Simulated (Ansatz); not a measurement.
# Ta2O5, space group P2/m: a projected density of states

Program: Ansatz's Python interface.

`pdos_ta2o5.py`
```python
import ansatz as az
import numpy as np


def main() -> None:
    lattice = az.Lattice.of(
        (3.841408, 0.0, 0.0),
        (0.0, 3.862716, 0.0),
        (-1.818942, 0.0, 6.528959),
    )
    sites = [
        ('Ta', (0.649531, 0.0, 0.791315)),
        ('Ta', (0.350469, 0.0, 0.208685)),
        ('O', (0.662124, 0.5, 0.798329)),
        ('O', (0.337876, 0.5, 0.201671)),
        ('O', (0.189761, 0.0, 0.870621)),
        ('O', (0.810239, 0.0, 0.129379)),
        ('O', (0.5, 0.0, 0.5)),
    ]
    system = az.Crystal(lattice=lattice)
    for symbol, position in sites:
        system = system.atom(symbol, position)

    calc = (
        system.calculation()
        .functional(az.Functional.R2SCAN)
        .kpoints(mesh=(6, 6, 4))
        .occupations('Fixed')
        .scf(tolerance=1e-10)
        .scf(extra_bands=20)
        .density_of_states(projected=True, energy_step=0.1)
    )
    outcome = calc.run(threads=1, pin='off')
    summary = outcome.report

    dos = outcome.density_of_states()
    energy = np.asarray(dos.energies_ev) - dos.fermi_ev
    curves = {}
    for site in outcome.projected_density_of_states().sites:
        for shell in site.shells:
            weight = sum(np.sum(curve.g_bin_mean_per_ev, axis=0) for curve in shell.curves)
            name = f'{site.species} {shell.label}'
            curves[name] = curves.get(name, 0) + weight

    print('E-EF   ' + ' '.join(f'{name:>8s}' for name in curves))
    for e in np.arange(-10, 6 + 0.1, 1.0):
        print(f'{e:5.1f}  ' + ' '.join(f'{np.interp(e, energy, g):8.3f}' for g in curves.values()))


if __name__ == '__main__':
    main()
```

```console
$ python pdos_ta2o5.py
DeckWarning: basis.ecutwfc = 500 eV, auto-derived from the records' recommended cutoffs: set by Ta (their level for a meta-GGA)
E-EF      Ta 5S    Ta 6S    Ta 5P    Ta 5D     O 2S     O 2P
-10.0     0.000    0.000    0.000    0.000    0.000    0.000
 -9.0     0.000    0.000    0.000    0.000    0.000    0.000
 -8.0     0.000    0.000    0.000    0.000    0.000    0.000
 -7.0     0.000    0.000    0.000    0.000    0.000    0.000
 -6.0     0.023    0.207    0.014    1.267    0.030    3.191
 -5.0     0.011    0.071    0.042    0.996    0.051    2.795
 -4.0     0.008    0.046    0.045    0.992    0.039    3.504
 -3.0     0.004    0.030    0.067    0.810    0.048    4.778
 -2.0     0.003    0.026    0.043    0.490    0.037    5.208
 -1.0     0.000    0.007    0.044    0.215    0.019    6.696
  0.0     0.000    0.000    0.000    0.000    0.000    0.085
  1.0     0.000    0.000    0.000    0.000    0.000    0.000
  2.0     0.000    0.000    0.000    0.000    0.000    0.000
  3.0     0.000    0.001    0.000    0.607    0.001    0.019
  4.0     0.001    0.011    0.002    1.814    0.027    0.276
  5.0     0.000    0.025    0.001    2.363    0.028    0.762
  6.0     0.001    0.090    0.001    2.265    0.050    1.005
```
(Warnings from the package without file and line.)

Reading the output:
- Spin is left out of this run.
- Semilocal gaps usually lie well under measured ones.
- The Fermi level of a run with fixed occupations marks the highest occupied state on its mesh, not mid-gap.
- The crystal has a gap of about 2.69 eV on the mesh; bins of finite width blur the band edges.
- Spin-orbit coupling, which matters for elements this heavy, is left out.
- The structure comes from a database of computed cells and needn't be a stable or known phase.
- Curves are summed over the cell's atoms. Only shells that the potentials hold have channels, so projections don't add up to the total, least of all where a shell is missing (p of most metals); heights and places of peaks move with the mesh.
- The density of states is complete only as far up as bands were computed.
- Run time: 35 s on 1 thread of Arm Neoverse V2 (shared host), peak memory 0.69 GiB.
